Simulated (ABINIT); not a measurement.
GaGe:

```
CELL_PARAMETERS angstrom
0.00000 2.89784 2.89784
2.89784 0.00000 2.89784
2.89784 2.89784 0.00000
ATOMIC_POSITIONS crystal
Ge 0.00000 0.00000 0.00000
Ga 0.25000 0.25000 0.25000
```

The cell comes from a database or a generator and needn't be the stable form of this composition.

Base run:

```yaml
Program: ABINIT 10.8.3 (patched build)
Functional: PBEsol
Potentials_or_basis: JTH PAW PBE v2.0
Cutoff: 707 eV
k_mesh: 8 × 8 × 8
Occupations: fermi-dirac, width 0.05 eV
Spin: no spin polarisation
```

Its results: band gap on the k mesh none (metal or under the smearing width); pressure -2.4 GPa.

Problem. The run is repeated on the same cell with these changes: functional from PBEsol to RPBE. What comes out?

Solution. Band gap on the k mesh none (metal or under the smearing width); pressure 1.9 GPa.

RPBE binds less tightly than PBEsol, so the same cell stands under more pressure.

Caveats: the PAW data sets were made with another functional, which shifts forces and pressure a little.
